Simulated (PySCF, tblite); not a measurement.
# C4H15GeNSi: geometry, infrared bands and NMR shifts

What infrared bands and NMR shifts should C4H15GeNSi (`NCC[CH2][GeH2][CH2][SiH3]`) show?

Computed with tblite 0.8.0 and PySCF 2.14.0, with density-fitted response routines of our own, on a single molecule in the gas phase. Atoms are numbered from 0 throughout.

## 1. Starting geometry

22 atoms, charge 0, multiplicity 1; geometry from: force field or distance geometry start.

Bonds of the start (Å): N0–C1 1.46, C1–C2 1.55, C2–C3 1.52, C3–Ge4 1.96, Ge4–C5 1.95, C5–Si6 1.87, N0–H7 1.05, N0–H8 1.05, C1–H9 1.10, C1–H10 1.11, C2–H11 1.11, C2–H12 1.10, C3–H13 1.10, C3–H14 1.12, Ge4–H15 1.55, Ge4–H16 1.54, C5–H17 1.11, C5–H18 1.11, Si6–H19 1.47, Si6–H20 1.47, Si6–H21 1.47.

## 2. Relaxing the molecule with GFN2-xTB

Job settings and geometry (Å):

```
{"job": {"kind": "relax", "xc": "GFN2-xTB", "basis": "xTB"}, "charge": 0, "multiplicity": 1}
N     -3.387300     0.294100    -0.390400
C     -2.193900     0.445700    -1.208900
C     -1.019100    -0.361100    -0.593200
C     -0.605000     0.202300     0.757600
Ge     0.879300    -0.843500     1.500800
C      2.384100    -0.859200     0.260400
Si     2.958200     0.891600    -0.074200
H     -4.127200     0.914600    -0.802200
H     -3.733300    -0.690100    -0.483800
H     -2.390000     0.075500    -2.227700
H     -1.912000     1.514000    -1.264400
H     -1.327400    -1.427800    -0.493600
H     -0.171500    -0.301700    -1.285800
H     -0.280800     1.253000     0.664900
H     -1.452700     0.148500     1.486200
H      1.322700    -0.215300     2.851900
H      0.412000    -2.295100     1.740000
H      2.085900    -1.343900    -0.690200
H      3.221700    -1.431400     0.721200
H      4.144200     0.858300    -0.938600
H      1.879100     1.644900    -0.732100
H      3.302600     1.545700     1.201300
```

Command:

```console
$ OMP_NUM_THREADS=1 python probes_run.py task.json out
```

The driver reads the jobs from task.json and runs them one after another.

**Question.** This job is followed by: GFN2-xTB harmonic vibrations, gas phase; GIAO PBE0/pcSseg-1 NMR shielding, non-relativistic, gas phase. Predict these results of the whole session: strongest single infrared mode (GFN2-xTB); zero-point energy (GFN2-xTB); 13C shifts against TMS (PBE0/pcSseg-1); 1H shifts against TMS (PBE0/pcSseg-1, means over atoms taken as alike); 15N shifts against NH3 (PBE0/pcSseg-1); 73Ge shifts against GeMe4 (PBE0/pcSseg-1); 29Si shifts against TMS (PBE0/pcSseg-1); surface potential, 1st and 99th percentile.

**Answer**, as computed:

| quantity | value |
| --- | --- |
| strongest single infrared mode (GFN2-xTB) | 1960 cm⁻¹, 530 km/mol |
| zero-point energy (GFN2-xTB) | 109.0 kcal/mol |
| 13C shifts against TMS (PBE0/pcSseg-1) | 49.4, 31.4, 11.3, -14.2 ppm |
| 1H shifts against TMS (PBE0/pcSseg-1, means over atoms taken as alike) | 4.06, 3.98, 3.03, 1.46, 1.37, 0.31, -0.06 ppm |
| 15N shifts against NH3 (PBE0/pcSseg-1) | 36.7 ppm |
| 73Ge shifts against GeMe4 (PBE0/pcSseg-1) | -131 ppm |
| 29Si shifts against TMS (PBE0/pcSseg-1) | -74.6 ppm |
| surface potential, 1st and 99th percentile | -1.47 V and 1.26 V |

**Reading.** Over 82 steps the energy fell by 0.199 eV; of the close pairs, Ge4–H15 changed most, 1.555 to 1.510 Å. No mode is imaginary among the 60: a minimum at this level. The strongest single mode, at 1960 cm⁻¹, moves mainly H15. GFN2-xTB is a fitted tight-binding method: band positions and strengths are rough. Its intensities can rank the bands wrongly. C1 (sp3 CH2 bonded to N) lies farthest downfield among carbon, at 49.4 ppm; deshielded by the electronegative neighbour. At PBE0/pcSseg-1: The largest span, 211 ppm, is at Ge4, where the paramagnetic term is -1294 ppm. Spin-orbit coupling is left out, which matters for shieldings and couplings at and beside the heavy atoms.
